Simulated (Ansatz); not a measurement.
**SrCaI4: how the settings move a single-point run**

Question: which choices in the input matter for SrCaI4?

Method: reference: DFT, HSE06, plane waves, PAW, in Ansatz 0.2.0.

1 further run of the same task is left out (for a known fault of the program).

**1. The starting structure**

The structure is orthorhombic, space group Cmmm (No. 65). Conventional cell: a = 10.723 Å, b = 10.732 Å, c = 4.790 Å, α = 90.00°, β = 90.00°, γ = 90.00°. Sr (site symmetry mmm) has 6 I at 3.26 to 3.30 Å as nearest neighbours. Ca (site symmetry mmm) has 6 I at 3.15 to 3.16 Å as nearest neighbours. Around I (site symmetry m2m) lie 1 Ca at 3.15 Å and 2 Sr at 3.26 Å. Around I (site symmetry 2mm) lie 2 Ca at 3.16 Å and 1 Sr at 3.30 Å.

Coordinates:

```cif
data_structure
_symmetry_space_group_name_H-M 'P 1'
_symmetry_Int_Tables_number 1
_cell_length_a 7.5853
_cell_length_b 7.5853
_cell_length_c 4.7901
_cell_angle_alpha 90.000
_cell_angle_beta 90.000
_cell_angle_gamma 89.955
_cell_volume 275.61
loop_
_atom_site_label
_atom_site_type_symbol
_atom_site_fract_x
_atom_site_fract_y
_atom_site_fract_z
_atom_site_occupancy
Sr1 Sr 0.00000 0.00000 0.00000 1
Ca1 Ca 0.50000 0.50000 0.50000 1
I1 I 0.20660 0.20660 0.50000 1
I2 I 0.69207 0.30793 0.00000 1
I3 I 0.30793 0.69207 0.00000 1
I4 I 0.79340 0.79340 0.50000 1
```

**2. Baseline**

Contents of input.yaml:

```yaml
crystal:
  lattice:
    - [5.3657681215, -5.3615315429, 0.0]
    - [5.3657681215, 5.3615315429, 0.0]
    - [0.0, 0.0, 4.7900512296]
  atoms:
    - { symbol: Sr, position: [0.0, 0.0, 0.0] }
    - { symbol: Ca, position: [0.5, 0.5, 0.5] }
    - { symbol: I, position: [0.2066041993, 0.2066041993, 0.5] }
    - { symbol: I, position: [0.6920715795, 0.3079284205, 0.0] }
    - { symbol: I, position: [0.3079284205, 0.6920715795, 0.0] }
    - { symbol: I, position: [0.7933958007, 0.7933958007, 0.5] }
kpoints:
  mp_grid: { grid: [2, 2, 2] }
hamiltonian:
  xc: hse06
scf:
  occupations: { method: fixed }
  n_extra_bands: 5
output:
  forces: true
  stress: true
  eigenvalues: true
  write_density: true
  write_potential: true
  elf: true
  volumetric_format: npy
```

Launch:

```bash
> ansatz run input.yaml --threads 4 --pin off --max-ram 4608MiB --backend cpu --events-out ev --progress --plain --runs-dir out
```

**3. Changed: xc cam_b3lyp**

Changes to input.yaml since step 2:

```diff
@@ -15,3 +15,3 @@
 hamiltonian:
-  xc: hse06
+  xc: cam_b3lyp
 scf:
@@ -23,5 +23 @@
   eigenvalues: true
-  write_density: true
-  write_potential: true
-  elf: true
-  volumetric_format: npy
```

**4. Changing settings: ecutwfc 300**

Changes to input.yaml since step 2:

```diff
@@ -23,5 +23,3 @@
   eigenvalues: true
-  write_density: true
-  write_potential: true
-  elf: true
-  volumetric_format: npy
+basis:
+  ecutwfc: 300
```

**Question.** What will these runs give? Wanted: for each run, ending; energy change; pressure; gap; force.

**Answer**, as computed:

| run | ending | energy change | pressure (GPa) | gap (eV) | force (eV/Å) | cycles | time |
| --- | --- | --- | --- | --- | --- | --- | --- |
| reference | converged | 0 | 0.3 | 4.55 | 0.05 | 14 | 98 s |
| 1: xc cam_b3lyp | converged | not comparable | 0.6 | 7.40 | 0.03 | 18 | 2.1 min |
| 2: ecutwfc 300 | converged | +52.7 meV/atom | 0.3 | 4.55 | 0.05 | 16 | 59 s |

Times don't compare one to one where runs were asked for different outputs or read a saved state (see the inputs); cycles may leave out searches for a lower state.

Residual by cycle in the longest SCF loop of each run; runs are numbered as in the table. The quantity is the density residual dr2, in eV.

| cycle | reference | run 1 | run 2 |
| --- | --- | --- | --- |
| 1 | 0.0253 | 0.0348 | 0.0242 |
| 2 | 0.00285 | 0.0108 | 0.00252 |
| 3 | 0.00115 | 0.00295 | 9.3e-4 |
| 4 | 1.1e-4 | 7.1e-4 | 9.5e-5 |
| 5 | 6.9e-5 | 1.6e-4 | 8.1e-5 |
| 6 | 2.3e-5 | 5.4e-5 | 2.4e-5 |
| 7 | 6.5e-7 | 1.3e-5 | 1.2e-5 |
| 8 | - | - | 2.4e-7 |

«ecutwfc 300» moves the energy by +52.7 meV/atom. Run 2 ran under the cutoff that the potentials recommend, as the log warns, so basis error is mixed into its values. Of the variants the dearest is «xc cam_b3lyp» (2.1 min), the cheapest «ecutwfc 300» (59 s), on a shared host. The gap of the reference lacks spin-orbit coupling, though the cell holds I.
